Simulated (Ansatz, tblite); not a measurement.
**In13As13 zinc blende bond sphere (In13As13H30): charged states by level of theory**

Aim: the energy of removing and adding an electron for In13As13 zinc blende bond sphere (In13As13H30), by energy differences, and how well orbital energies stand in for it.

Method: as each input shows; program: Ansatz 0.2.0, Gaussian basis.

The runs, in order: charge +1 doublet, at the geometry of the singlet (PBE0-D4/def2-SVP, PBE-D4/def2-SVP, B3LYP-D4/def2-SVP); charge -1 doublet, at the geometry of the singlet (PBE0-D4/def2-SVP, PBE-D4/def2-SVP, B3LYP-D4/def2-SVP); the starting singlet's energies come from earlier runs.

1 further run of the same task is left out (set aside as unsound or not needed). Runs told in other sessions of the task aren't counted.

## (1) The structure

The geometry is that of the singlet, from an earlier relaxation (r2SCAN-D4/def2-SVP).

56 atoms, charge 0, spin multiplicity 1.

Atoms are counted from 1 here; the program's logs count them from 0.

Bond lengths: In1–As14 2.672 Å, In1–As15 2.671 Å, In1–As17 2.661 Å, In1–H27 1.729 Å, In2–As14 2.624 Å, In2–As16 2.696 Å, In2–As18 2.668 Å, In2–H28 1.725 Å, In3–As14 2.720 Å, In3–As19 2.720 Å, In3–H29 1.724 Å, In3–H30 1.728 Å, In4–As17 2.661 Å, In4–As19 2.672 Å, In4–As20 2.672 Å, In4–H31 1.729 Å, In5–As18 2.668 Å, In5–As19 2.624 Å and more. Angles: As14–In1–As15 112.5°, As14–In1–As17 104.2°, As14–In1–H27 111.0°, As15–In1–As17 104.2°, As15–In1–H27 111.0°, As17–In1–H27 113.7°, As14–In2–As16 104.5°, As14–In2–As18 100.2°, As14–In2–H28 121.8°, As16–In2–As18 102.3°, As16–In2–H28 111.2°, As18–In2–H28 114.5°, As14–In3–As19 93.6°, As14–In3–H29 107.4°, As14–In3–H30 106.9°, As19–In3–H29 107.4°, As19–In3–H30 106.9°, H29–In3–H30 129.0° and more.

In takes a core potential in the def2 sets. No spin-orbit coupling is included.

## (2) Charge +1 doublet at the fixed geometry, PBE0-D4/def2-SVP

File in.yaml:

```yaml
crystal:
  periodic: [false, false, false]
  atoms:
    - {symbol: In, position_ang: [-2.344856, -2.345052, -0.729661]}
    - {symbol: In, position_ang: [-2.465245, 0.913911, -3.899838]}
    - {symbol: In, position_ang: [-5.612973, 0.815474, -0.816654]}
    - {symbol: In, position_ang: [-2.343178, 0.725121, 2.342731]}
    - {symbol: In, position_ang: [-2.464035, 3.896039, -0.914965]}
    - {symbol: In, position_ang: [0.911130, -2.466378, -3.901007]}
    - {symbol: In, position_ang: [0.809043, -5.615140, -0.813464]}
    - {symbol: In, position_ang: [0.726919, -2.345702, 2.341359]}
    - {symbol: In, position_ang: [3.893929, -2.466820, -0.919060]}
    - {symbol: In, position_ang: [0.694923, 0.694514, -0.700033]}
    - {symbol: In, position_ang: [0.916726, 3.893685, 2.460929]}
    - {symbol: In, position_ang: [3.897352, 0.911888, 2.459072]}
    - {symbol: In, position_ang: [0.820522, 0.815239, 5.610311]}
    - {symbol: As, position_ang: [-3.751864, -0.610322, -2.195422]}
    - {symbol: As, position_ang: [-0.612256, -3.753307, -2.195974]}
    - {symbol: As, position_ang: [-0.761946, -0.760787, -5.149975]}
    - {symbol: As, position_ang: [-0.805770, -0.806993, 0.802911]}
    - {symbol: As, position_ang: [-0.850810, 2.227708, -2.230995]}
    - {symbol: As, position_ang: [-3.750834, 2.192493, 0.609984]}
    - {symbol: As, position_ang: [-0.607868, 2.190864, 3.748997]}
    - {symbol: As, position_ang: [-0.756688, 5.144754, 0.757182]}
    - {symbol: As, position_ang: [2.225611, -0.851941, -2.232714]}
    - {symbol: As, position_ang: [2.192097, -3.753799, 0.607793]}
    - {symbol: As, position_ang: [2.194949, -0.612616, 3.747917]}
    - {symbol: As, position_ang: [5.145527, -0.760031, 0.751526]}
    - {symbol: As, position_ang: [2.228720, 2.225523, 0.844649]}
    - {symbol: H, position_ang: [-3.391997, -3.390175, 0.165905]}
    - {symbol: H, position_ang: [-3.296534, 1.916868, -5.031150]}
    - {symbol: H, position_ang: [-6.392829, -0.272186, 0.269977]}
    - {symbol: H, position_ang: [-6.317944, 1.932012, -1.931887]}
    - {symbol: H, position_ang: [-3.389879, -0.169601, 3.388932]}
    - {symbol: H, position_ang: [-3.294544, 5.029434, -1.916334]}
    - {symbol: H, position_ang: [1.913395, -3.297298, -5.033173]}
    - {symbol: H, position_ang: [-0.281775, -6.386833, 0.275908]}
    - {symbol: H, position_ang: [1.921959, -6.328019, -1.927145]}
    - {symbol: H, position_ang: [-0.171528, -3.389788, 3.386906]}
    - {symbol: H, position_ang: [5.025906, -3.297760, -1.921690]}
    - {symbol: H, position_ang: [1.921100, 5.023990, 3.291963]}
    - {symbol: H, position_ang: [5.029148, 1.914633, 3.290018]}
    - {symbol: H, position_ang: [-0.265151, -0.270520, 6.394100]}
    - {symbol: H, position_ang: [1.937688, 1.932674, 6.310770]}
    - {symbol: H, position_ang: [-4.560075, -1.494468, -3.126283]}
    - {symbol: H, position_ang: [-1.497243, -4.561881, -3.125725]}
    - {symbol: H, position_ang: [-1.580105, -1.577613, -6.126815]}
    - {symbol: H, position_ang: [0.016011, 0.015886, -6.191377]}
    - {symbol: H, position_ang: [0.062955, 3.083800, -3.084876]}
    - {symbol: H, position_ang: [-4.557278, 3.123472, 1.495640]}
    - {symbol: H, position_ang: [-1.490121, 3.122765, 4.558045]}
    - {symbol: H, position_ang: [-1.571073, 6.124569, 1.574347]}
    - {symbol: H, position_ang: [0.021738, 6.183652, -0.022586]}
    - {symbol: H, position_ang: [3.082272, 0.061315, -3.086606]}
    - {symbol: H, position_ang: [3.123635, -4.560779, 1.492342]}
    - {symbol: H, position_ang: [3.126912, -1.495931, 4.555707]}
    - {symbol: H, position_ang: [6.129789, -1.573555, 1.564189]}
    - {symbol: H, position_ang: [6.180238, 0.020903, -0.031353]}
    - {symbol: H, position_ang: [3.083801, 3.080313, -0.069251]}
basis:
  gaussian: {orbitals: def2-SVP, fitting: {mean_field: def2-universal-jkfit}}
total_charge: 1
magnetization: {spin_polarized: true, initial_magnetization: 1}
hamiltonian: {xc: pbe0, dispersion: d4}
scf: {omitted_lower_state_checks: [starts]}
output: {orbitals: {seedname: orbitals}}
```

Launch:

```
> ansatz run in.yaml --threads 11 --pin off --events-out ev --progress --plain --max-ram 174080MiB --backend cuda --devices 0, --max-vram 75GiB
```

Log:

```text
Functional definition: PBE0
  name "PBE0"
  cite "Adamo & Barone, J. Chem. Phys. 110, 6158 (1999) doi:10.1063/1.478522"
  cite "Perdew, Burke & Ernzerhof, Phys. Rev. Lett. 77, 3865 (1996) doi:10.1103/PhysRevLett.77.3865"
  parent pbe
  parameter a = 0.25
  parameter kappa = 0.804
  parameter beta = 0.06672455060314922
  exchange = (1 - a)*pbe_x(kappa = kappa, mu = beta*pi^2/3) + a*exact_x
  correlation = pbe_c(beta = beta)
these checks for a lower state are left out or cut short: starts
6832 factors; integrals over basis functions are off by at most 3.4e-1 eV
mean field evaluation 1: about -858497.4240 eV, gradient 3.1e1 eV
mean field evaluation 2: about -858494.9725 eV, gradient 3.4e1 eV
mean field evaluation 4: about -858503.0532 eV, gradient 3.3e0 eV
mean field evaluation 8: about -858503.1490 eV, gradient 7.9e-1 eV
mean field evaluation 16: about -858503.1815 eV, gradient 2.5e-2 eV
mean field evaluation 32: about -858503.2476 eV, gradient 5.7e-1 eV
mean field -858503.25102126 eV, -31549.4125606273 hartree, gradient 5.3e-6 eV, S^2 0.754570; 0 other end points of the search recorded, 0 dependent functions left out
reference -858503.25113959 eV, -31549.4125649760 hartree; 366, 365 occupied and 538, 539 virtual orbitals, 6832 factors
Total energy: -858507.68006938 eV, -31549.5753251436 hartree
Checks for a lower state left out: starts
```

Wall time 82 s (1 × H100 with 11 threads of AMD EPYC 7R13, shared host); peak host memory 1.8 GiB.

HOMO -8.96 eV, LUMO -8.35 eV (over both spins); ⟨S²⟩ 0.755 (pure: 0.75).

## (3) Charge +1 doublet at the fixed geometry, PBE-D4/def2-SVP

start.molden holds the orbitals of an earlier run on this state, given as this run's starting guess.

Changes to in.yaml since step 2:

```diff
@@ -60,6 +60,6 @@
 basis:
-  gaussian: {orbitals: def2-SVP, fitting: {mean_field: def2-universal-jkfit}}
+  gaussian: {orbitals: def2-SVP, fitting: {mean_field: def2-universal-jkfit}, initial_orbitals: start.molden}
 total_charge: 1
 magnetization: {spin_polarized: true, initial_magnetization: 1}
-hamiltonian: {xc: pbe0, dispersion: d4}
+hamiltonian: {xc: pbe, dispersion: d4}
 scf: {omitted_lower_state_checks: [starts]}
```

Same command.

Log:

```text
Functional definition: PBE
  name "PBE"
  cite "Perdew, Burke & Ernzerhof, Phys. Rev. Lett. 77, 3865 (1996) doi:10.1103/PhysRevLett.77.3865"
  parent pbe
  parameter kappa = 0.804
  parameter beta = 0.06672455060314922
  exchange = pbe_x(kappa = kappa, mu = beta*pi^2/3)
  correlation = pbe_c(beta = beta)
these checks for a lower state are left out or cut short: starts
6832 factors; integrals over basis functions are off by at most 3.4e-1 eV
mean field evaluation 1: about -858477.5653 eV, gradient 1.5e1 eV
mean field evaluation 2: about -858478.5469 eV, gradient 9.7e-1 eV
mean field evaluation 4: about -858478.5992 eV, gradient 9.0e-2 eV
mean field evaluation 8: about -858478.5997 eV, gradient 8.2e-5 eV
mean field evaluation 16: about -858478.5997 eV, gradient 2.3e-6 eV
mean field -858478.59967910 eV, -31548.5066405125 hartree, gradient 2.3e-6 eV, S^2 0.750913; 0 other end points of the search recorded, 0 dependent functions left out
reference -858478.59983790 eV, -31548.5066463481 hartree; 366, 365 occupied and 538, 539 virtual orbitals, 6832 factors
Total energy: -858483.37419078 eV, -31548.6821005803 hartree
Checks for a lower state left out: starts
```

Run time: 20 s. Hardware: 1 × H100 with 11 threads of AMD EPYC 7R13, shared host; peak host memory 1.8 GiB.

From the report: HOMO -8.13 eV, LUMO -8.19 eV (over both spins; with the spin held, an empty level of the minority spin lies below the top filled one); ⟨S²⟩ 0.751 (pure: 0.75).

## (4) Charge +1 doublet at the fixed geometry, B3LYP-D4/def2-SVP

Changes to in.yaml since step 3:

```diff
@@ -63,3 +63,3 @@
 magnetization: {spin_polarized: true, initial_magnetization: 1}
-hamiltonian: {xc: pbe, dispersion: d4}
+hamiltonian: {xc: {name: B3LYP}, dispersion: d4}
 scf: {omitted_lower_state_checks: [starts]}
```

Launched as before.

Log (excerpt; [...] marks lines left out):

```text
Functional definition: B3LYP
  name "B3LYP"
  cite "Stephens, Devlin, Chabalowski & Frisch, J. Phys. Chem. 98, 11623 (1994) doi:10.1021/j100096a001"
  cite "Becke, Phys. Rev. A 38, 3098 (1988) doi:10.1103/PhysRevA.38.3098"
  cite "Lee, Yang & Parr, Phys. Rev. B 37, 785 (1988) doi:10.1103/PhysRevB.37.785"
  cite "Vosko, Wilk & Nusair, Can. J. Phys. 58, 1200 (1980) doi:10.1139/p80-159"
[...]
6832 factors; integrals over basis functions are off by at most 3.4e-1 eV
[...]
mean field -858634.89347764 eV, -31554.2503316689 hartree, gradient 6.1e-6 eV, S^2 0.753406; 0 other end points of the search recorded, 0 dependent functions left out
reference -858634.89433285 eV, -31554.2503630974 hartree; 366, 365 occupied and 538, 539 virtual orbitals, 6832 factors
Total energy: -858642.69240013 eV, -31554.5369367844 hartree
Checks for a lower state left out: starts
```

Wall time 49 s (1 × H100 with 11 threads of AMD EPYC 7R13, shared host); peak host memory 1.8 GiB.

HOMO -8.78 eV, LUMO -8.31 eV (over both spins); ⟨S²⟩ 0.753 (pure: 0.75).

## (5) Vertical ionisation energy

Charged state less starting state, singlet to doublet; the starting state's energies are those of its earlier runs.

```tsv
level	vertical ionisation energy (eV)	time
PBE-D4/def2-SVP	+7.03	34 s
B3LYP-D4/def2-SVP	+7.47	77 s
PBE0-D4/def2-SVP	+7.55	1.8 min
```

Times add the two runs; a level without a time comes out of a correlated run.

Beside −ε(HOMO) of the starting state:

```tsv
level	−ε(HOMO) (eV)	by difference (eV)	mismatch (eV)
PBE-D4/def2-SVP	5.71	7.03	-1.32
B3LYP-D4/def2-SVP	6.42	7.47	-1.05
PBE0-D4/def2-SVP	6.62	7.55	-0.93
```

## (6) Charge -1 doublet at the fixed geometry, PBE0-D4/def2-SVP

Changes to in.yaml since step 4:

```diff
@@ -60,6 +60,6 @@
 basis:
-  gaussian: {orbitals: def2-SVP, fitting: {mean_field: def2-universal-jkfit}, initial_orbitals: start.molden}
-total_charge: 1
+  gaussian: {orbitals: def2-SVP, fitting: {mean_field: def2-universal-jkfit}}
+total_charge: -1
 magnetization: {spin_polarized: true, initial_magnetization: 1}
-hamiltonian: {xc: {name: B3LYP}, dispersion: d4}
+hamiltonian: {xc: pbe0, dispersion: d4}
 scf: {omitted_lower_state_checks: [starts]}
```

The command is unchanged.

Log (excerpt; [...] marks lines left out):

```text
Functional definition: PBE0
  name "PBE0"
  cite "Adamo & Barone, J. Chem. Phys. 110, 6158 (1999) doi:10.1063/1.478522"
  cite "Perdew, Burke & Ernzerhof, Phys. Rev. Lett. 77, 3865 (1996) doi:10.1103/PhysRevLett.77.3865"
  parent pbe
[...]
6832 factors; integrals over basis functions are off by at most 3.4e-1 eV
[...]
mean field -858511.92706494 eV, -31549.7313993518 hartree, gradient 1.2e-5 eV, S^2 0.752498; 0 other end points of the search recorded, 0 dependent functions left out
reference -858511.92718347 eV, -31549.7314037078 hartree; 367, 366 occupied and 537, 538 virtual orbitals, 6832 factors
Total energy: -858516.48314382 eV, -31549.8988321625 hartree
Checks for a lower state left out: starts
```

It took 31 s on 1 × H100 with 11 threads of AMD EPYC 7R13, shared host; peak host memory 1.9 GiB.

HOMO -0.35 eV, LUMO 0.73 eV (over both spins); ⟨S²⟩ 0.752 (pure: 0.75).

## (7) Charge -1 doublet at the fixed geometry, PBE-D4/def2-SVP

Changes to in.yaml since step 6:

```diff
@@ -60,6 +60,6 @@
 basis:
-  gaussian: {orbitals: def2-SVP, fitting: {mean_field: def2-universal-jkfit}}
+  gaussian: {orbitals: def2-SVP, fitting: {mean_field: def2-universal-jkfit}, initial_orbitals: start.molden}
 total_charge: -1
 magnetization: {spin_polarized: true, initial_magnetization: 1}
-hamiltonian: {xc: pbe0, dispersion: d4}
+hamiltonian: {xc: pbe, dispersion: d4}
 scf: {omitted_lower_state_checks: [starts]}
```

The command is unchanged.

Log:

```text
Functional definition: PBE
  name "PBE"
  cite "Perdew, Burke & Ernzerhof, Phys. Rev. Lett. 77, 3865 (1996) doi:10.1103/PhysRevLett.77.3865"
  parent pbe
  parameter kappa = 0.804
  parameter beta = 0.06672455060314922
  exchange = pbe_x(kappa = kappa, mu = beta*pi^2/3)
  correlation = pbe_c(beta = beta)
these checks for a lower state are left out or cut short: starts
6832 factors; integrals over basis functions are off by at most 3.4e-1 eV
mean field evaluation 1: about -858485.9402 eV, gradient 1.5e1 eV
mean field evaluation 2: about -858486.9258 eV, gradient 9.5e-1 eV
mean field evaluation 4: about -858486.9850 eV, gradient 3.2e-1 eV
mean field evaluation 8: about -858486.9880 eV, gradient 1.3e-5 eV
mean field -858486.98802255 eV, -31548.8149064483 hartree, gradient 1.4e-5 eV, S^2 0.750586; 0 other end points of the search recorded, 0 dependent functions left out
reference -858486.98818078 eV, -31548.8149122630 hartree; 367, 366 occupied and 537, 538 virtual orbitals, 6832 factors
Total energy: -858491.90084876 eV, -31548.9954494816 hartree
Checks for a lower state left out: starts
```

Wall time 15 s (1 × H100 with 11 threads of AMD EPYC 7R13, shared host); peak host memory 1.7 GiB.

Report: HOMO -0.17 eV, LUMO -0.06 eV (over both spins); ⟨S²⟩ 0.751 (pure: 0.75).

## (8) Charge -1 doublet at the fixed geometry, B3LYP-D4/def2-SVP

Changes to in.yaml since step 7:

```diff
@@ -63,3 +63,3 @@
 magnetization: {spin_polarized: true, initial_magnetization: 1}
-hamiltonian: {xc: pbe, dispersion: d4}
+hamiltonian: {xc: {name: B3LYP}, dispersion: d4}
 scf: {omitted_lower_state_checks: [starts]}
```

Same command.

Log (excerpt; [...] marks lines left out):

```text
Functional definition: B3LYP
  name "B3LYP"
  cite "Stephens, Devlin, Chabalowski & Frisch, J. Phys. Chem. 98, 11623 (1994) doi:10.1021/j100096a001"
  cite "Becke, Phys. Rev. A 38, 3098 (1988) doi:10.1103/PhysRevA.38.3098"
  cite "Lee, Yang & Parr, Phys. Rev. B 37, 785 (1988) doi:10.1103/PhysRevB.37.785"
  cite "Vosko, Wilk & Nusair, Can. J. Phys. 58, 1200 (1980) doi:10.1139/p80-159"
[...]
6832 factors; integrals over basis functions are off by at most 3.4e-1 eV
[...]
mean field -858643.55885755 eV, -31554.5687785070 hartree, gradient 1.6e-5 eV, S^2 0.751742; 0 other end points of the search recorded, 0 dependent functions left out
reference -858643.55971634 eV, -31554.5688100671 hartree; 367, 366 occupied and 537, 538 virtual orbitals, 6832 factors
Total energy: -858651.57032163 eV, -31554.8631943818 hartree
Checks for a lower state left out: starts
```

It took 34 s on 1 × H100 with 11 threads of AMD EPYC 7R13, shared host; peak host memory 1.7 GiB.

HOMO -0.36 eV, LUMO 0.45 eV (over both spins); ⟨S²⟩ 0.752 (pure: 0.75).

## (9) Vertical electron affinity

Starting state less charged state (positive: the electron is bound), singlet to doublet; the starting state's energies are those of its earlier runs.

```tsv
level	vertical electron affinity (eV)	time
PBE-D4/def2-SVP	+1.50	30 s
B3LYP-D4/def2-SVP	+1.41	62 s
PBE0-D4/def2-SVP	+1.25	58 s
```

Times add the two runs; a level without a time comes out of a correlated run.

Beside −ε(LUMO) of the starting state:

```tsv
level	−ε(LUMO) (eV)	by difference (eV)	mismatch (eV)
PBE-D4/def2-SVP	2.71	1.50	+1.22
B3LYP-D4/def2-SVP	2.25	1.41	+0.83
PBE0-D4/def2-SVP	2.03	1.25	+0.78
```

## (10) Summary of results

| quantity | value |
| --- | --- |
| vertical ionisation energy, functionals in def2-SVP | 7.03 (PBE-D4) to 7.55 eV (PBE0-D4) |
| vertical electron affinity, functionals in def2-SVP | 1.25 (PBE0-D4) to 1.50 eV (PBE-D4) |

**Reading.** The vertical ionisation energy spans 7.03 to 7.55 eV over the functionals. −ε(HOMO) misses the level's own difference by -0.93 eV at best (PBE0-D4) and -1.32 eV at worst (PBE-D4). The vertical electron affinity spans 1.25 to 1.50 eV over the functionals. −ε(LUMO) misses the level's own difference by +0.78 eV at best (PBE0-D4) and +1.22 eV at worst (PBE-D4).
